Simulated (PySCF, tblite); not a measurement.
# C₅H₁₁BO₂S: geometry, infrared bands and NMR shifts

Aim: predict the infrared bands and NMR shifts of C₅H₁₁BO₂S (`CCB1O[C@@H](OC)CS1`).

Computed with tblite 0.8.0 and PySCF 2.14.0, with density-fitted response routines of our own, on a single molecule in the gas phase. Atoms are numbered from 0 throughout.

## Step 1: The starting structure

20 atoms, charge 0, multiplicity 1; geometry from: force field or distance geometry start.

Bonds of the start (Å): C0–C1 1.51, C1–B2 1.60, B2–O3 1.45, O3–C4 1.36, C4–O5 1.41, O5–C6 1.39, C4–C7 1.49, C7–S8 1.82, S8–B2 1.91, C0–H9 1.11, C0–H10 1.12, C0–H11 1.13, C1–H12 1.08, C1–H13 1.13, C4–H14 1.10, C6–H15 1.12, C6–H16 1.09, C6–H17 1.12, C7–H18 1.09, C7–H19 1.13.

## Step 2: Optimising the geometry with GFN2-xTB

The job: settings as JSON, then the geometry in Å.

```
{"job": {"kind": "relax", "xc": "GFN2-xTB", "basis": "xTB"}, "charge": 0, "multiplicity": 1}
C     -3.474900     0.304500    -0.286200
C     -2.142600    -0.367100    -0.509600
B     -1.095000     0.034400     0.636100
O      0.088300     0.839300     0.374700
C      1.135900     0.050700     0.028500
O      2.284600     0.810000     0.339000
C      3.085600     1.068200    -0.769700
C      1.266400    -1.181900     0.855700
S     -0.318100    -1.319400     1.739400
H     -3.694900     0.413700     0.800100
H     -3.448900     1.312600    -0.775600
H     -4.277100    -0.352400    -0.738700
H     -1.738400    -0.112500    -1.481400
H     -2.287100    -1.489600    -0.530200
H      1.150100    -0.147900    -1.057800
H      3.951400     1.663600    -0.385600
H      2.574200     1.654000    -1.528400
H      3.542700     0.118900    -1.162300
H      2.139300    -1.244600     1.505000
H      1.253400    -2.043800     0.124600
```

Launch:

```bash
OMP_NUM_THREADS=1 python probes_run.py task.json out
```

One launch serves the whole session: the jobs run in the order shown.

**Question.** This job is followed by: GFN2-xTB harmonic vibrations, gas phase; GIAO PBE0/pcSseg-1 NMR shielding, non-relativistic, gas phase. What will the session give for the following? strongest single infrared mode (GFN2-xTB); zero-point energy (GFN2-xTB); 13C shifts against TMS (PBE0/pcSseg-1); 1H shifts against TMS (PBE0/pcSseg-1, means over atoms taken as alike); 11B shifts against BF3·OEt2 (PBE0/pcSseg-1); 17O shifts against H2O (PBE0/pcSseg-1); 33S shifts against CS2 (PBE0/pcSseg-1).

The runs gave:

| quantity | value |
| --- | --- |
| strongest single infrared mode (GFN2-xTB) | 925 cm⁻¹, 136 km/mol |
| zero-point energy (GFN2-xTB) | 100.7 kcal/mol |
| 13C shifts against TMS (PBE0/pcSseg-1) | 112.6, 57.9, 42.6, 12.7, 12.6 ppm |
| 1H shifts against TMS (PBE0/pcSseg-1, means over atoms taken as alike) | 5.71, 3.66, 3.34, 3.24, 1.24, 1.08, 1.08 ppm |
| 11B shifts against BF3·OEt2 (PBE0/pcSseg-1) | 49.9 ppm |
| 17O shifts against H2O (PBE0/pcSseg-1) | 225.0, 90.5 ppm |
| 33S shifts against CS2 (PBE0/pcSseg-1) | -29 ppm |

The optimisation took 134 steps and gained 2.126 eV; among the close pairs (by a distance rule), B2–O3 changed most, from 1.455 to 1.344 Å. The lowest mode is slightly imaginary (4i cm⁻¹), a soft motion within the noise of the Hessian, so the minimum is not strictly shown. The strongest single mode, at 925 cm⁻¹, has its largest shares on B2, O3, H9 and C4 (the list is cut at 4 atoms). Unscaled tight-binding wavenumbers are off by several per cent, some by more. Its intensities can rank the bands wrongly. The most deshielded hydrogen is H14 (hydrogen on an sp3 carbon bearing two oxygens), at 5.71 ppm: its carbon carries O, hence the downfield position. At PBE0/pcSseg-1: The widest tensor belongs to S8: span 332 ppm, with a paramagnetic part of -527 ppm.
